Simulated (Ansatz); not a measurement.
ClH₄PSi, SMILES P[SiH2]Cl, the interaction energy of a dimer with the counterpoise correction

Computed with Ansatz 0.2.0 through its Python package.

At the Python prompt:
```pycon
>>> import ansatz as az
>>> BASIS = "cc-pVDZ"
>>> FUNCTIONAL = "pbe0"
>>> FIRST = [
...     ("P", (-1.4007, 0.1654, -0.2607)),
...     ("Si", (0.6097, -0.0194, 0.4883)),
...     ("Cl", (0.7834, -1.854, 1.3445)),
...     ("H", (-1.2808, -0.7253, -1.3221)),
...     ("H", (-1.2106, 1.3273, -1.1138)),
...     ("H", (0.9063, 1.0387, 1.5048)),
...     ("H", (1.593, 0.0672, -0.6412)),
... ]
>>> SECOND = [
...     ("P", (4.4012, -7.3955, 2.5286)),
...     ("Si", (2.3808, -7.0237, 1.8833)),
...     ("Cl", (2.2364, -5.0527, 1.4108)),
...     ("H", (5.0138, -7.2699, 1.2863)),
...     ("H", (4.3888, -8.8478, 2.4615)),
...     ("H", (1.3996, -7.3535, 2.9646)),
...     ("H", (2.0743, -7.8257, 0.6533)),
... ]
>>> def energy(atoms, ghosts=()):
...     molecule = az.Crystal.molecule()
...     for symbol, xyz in atoms:
...         molecule = molecule.atom(symbol, xyz)
...     calc = (
...         molecule.calculation()
...         .basis(gaussian=BASIS)
...         .functional(FUNCTIONAL)
...     )
...     deck = calc.input()
...     if ghosts:
...         deck = deck.set(az.key.basis.gaussian.ghost_atoms, [{"symbol": s, "position_ang": list(xyz)} for s, xyz in ghosts])
...     return az.Session.from_dict(deck).plan().execute().report["free_energy_ev"]
...
>>> # monomers in their own basis and in the basis of the dimer
>>> both = energy(FIRST + SECOND)

>>> alone = energy(FIRST) + energy(SECOND)
>>> ghosted = energy(FIRST, SECOND) + energy(SECOND, FIRST)
>>> print(f"dimer {both:.6f} eV")
dimer -59488.661443 eV
>>> print(f"interaction, uncorrected   {(both - alone):8.3f} eV")
interaction, uncorrected      0.002 eV
>>> print(f"interaction, counterpoise  {(both - ghosted):8.3f} eV")
interaction, counterpoise     0.009 eV
>>> print(f"basis-set superposition    {(alone - ghosted):8.3f} eV")
basis-set superposition       0.006 eV
```

Uncorrected it is 0.002 eV, with the counterpoise correction 0.009 eV; the difference, 0.01 eV, is the superposition error. In this basis both values are repulsive.

Notes:
- Total energies depend on the basis set; only differences at equal settings carry meaning.
- The dimer is a generated trial pose of unrelaxed monomers, not a minimum, so the figure is no binding energy, and the basis set is small.
- This level lacks the dispersion part of the attraction (electrostatics and induction are there), which can decide the sign where the interaction is weak.
- Finished in 20 s on 1 thread of Arm Neoverse V2 (shared host), peak memory 0.47 GiB.

(Lines on the test bed's own set-up are left out of the output.)
